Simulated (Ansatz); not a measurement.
**CH₉AlSSi₂: up Jacob's ladder to CCSD(T)**

The task here is to estimate one member of a computed series from the others.

Computed with Ansatz 0.2.0, Gaussian basis. Level: functionals in def2-TZVPP, the program's frozen cores in correlated methods.

The runs, in order: PBE-D4, r2SCAN-D4, PBE0-D4, B3LYP-D4, ωB97X-V, ωB97M-V, B2PLYP; CCSD(T)/def2-TZVPP; MP2/def2-QZVPP; extrapolation to the limit.

**The relaxed structure**

All runs share one geometry, relaxed beforehand with PBE0-D4 in a triple-zeta def2 set.

14 atoms, charge 0, spin multiplicity 1.

Atoms are counted from 1 here; the program's logs count them from 0.

Bond lengths: C1–Si2 1.862 Å, C1–H6 1.093 Å, C1–H7 1.092 Å, C1–H8 1.093 Å, Si2–Si3 2.337 Å, Si2–S4 2.104 Å, Si2–H9 1.564 Å, Si3–H10 1.489 Å, Si3–H11 1.487 Å, Si3–H12 1.485 Å, S4–Al5 2.245 Å, Al5–H13 1.581 Å, Al5–H14 1.583 Å. Angles: Si2–C1–H6 111.2°, Si2–C1–H7 110.1°, Si2–C1–H8 109.5°, H6–C1–H7 109.2°, H6–C1–H8 108.5°, H7–C1–H8 108.3°, C1–Si2–Si3 115.7°, C1–Si2–S4 115.8°, C1–Si2–H9 105.1°, Si3–Si2–S4 113.2°, Si3–Si2–H9 103.8°, S4–Si2–H9 100.7°, Si2–Si3–H10 110.9°, Si2–Si3–H11 108.6°, Si2–Si3–H12 109.0°, H10–Si3–H11 108.9°, H10–Si3–H12 109.7°, H11–Si3–H12 109.7° and more.

Set-up of the first run:

Contents of in.yaml:

```yaml
crystal:
  periodic: [false, false, false]
  atoms:
    - {symbol: C, position_ang: [-1.617301, 1.191204, 0.057668]}
    - {symbol: Si, position_ang: [-0.015714, 0.242932, 0.124520]}
    - {symbol: Si, position_ang: [0.144288, -1.360352, 1.817864]}
    - {symbol: S, position_ang: [1.736363, 1.385926, -0.101856]}
    - {symbol: Al, position_ang: [1.603068, 0.206493, -2.007449]}
    - {symbol: H, position_ang: [-2.475353, 0.515105, 0.040238]}
    - {symbol: H, position_ang: [-1.641651, 1.825898, -0.830298]}
    - {symbol: H, position_ang: [-1.699207, 1.832072, 0.939142]}
    - {symbol: H, position_ang: [0.014734, -0.599772, -1.192151]}
    - {symbol: H, position_ang: [-1.079667, -2.206221, 1.866115]}
    - {symbol: H, position_ang: [0.298576, -0.660699, 3.120947]}
    - {symbol: H, position_ang: [1.331835, -2.214236, 1.564112]}
    - {symbol: H, position_ang: [2.497179, -1.091653, -2.133489]}
    - {symbol: H, position_ang: [0.889949, 0.904004, -3.236665]}
basis:
  gaussian: {orbitals: def2-TZVPP}
hamiltonian: {xc: pbe, dispersion: d4}
output: {forces: true, orbitals: {seedname: orbitals}}
```

Launch:

```bash
ansatz run in.yaml --threads 4 --pin off --events-out ev --progress --plain --max-ram 10444MiB
```

Among the steps run: PBE-D4 (GGA); r2SCAN-D4 (meta-GGA); PBE0-D4 (hybrid); B3LYP-D4 (hybrid); ωB97X-V (range-separated); ωB97M-V (range-separated); B2PLYP (double hybrid); CCSD(T) in def2-TZVPP; MP2 in def2-QZVPP.

One of the session's tables, all rows but one given; the rest of the session is left out.

It belongs to the step «Atomisation energies». 

| method | atomisation energy (kJ/mol) |
| --- | --- |
| PBE-D4 | 4400.3 |
| r2SCAN-D4 | 4434.2 |
| PBE0-D4 | 4389.7 |
| B3LYP-D4 | 4398.6 |
| ωB97X-V | 4451.4 |
| ωB97M-V | 4426.3 |
| B2PLYP | 4336.0 |
| HF/def2-TZVPP | 3350.1 |
| MP2/def2-TZVPP | 4303.3 |
| CCSD/def2-TZVPP | 4256.7 |
| CCSD(T)/def2-TZVPP | ? |
| MP2/CBS | 4419.6 |
| CCSD(T)/CBS | 4423.0 |

Estimate the missing values for CCSD(T)/def2-TZVPP.

The run gave: atomisation energy (kJ/mol): 4306.7. In the column «atomisation energy (kJ/mol)» it lies between MP2/def2-TZVPP (4303.3) and B2PLYP (4336.0).

Limits of these values: Free atoms (1 C, 2 Si, 1 S, 1 Al, 9 H) were run apart at each level; the atomisation energy is their sum less the molecule, without zero-point or spin-orbit terms.
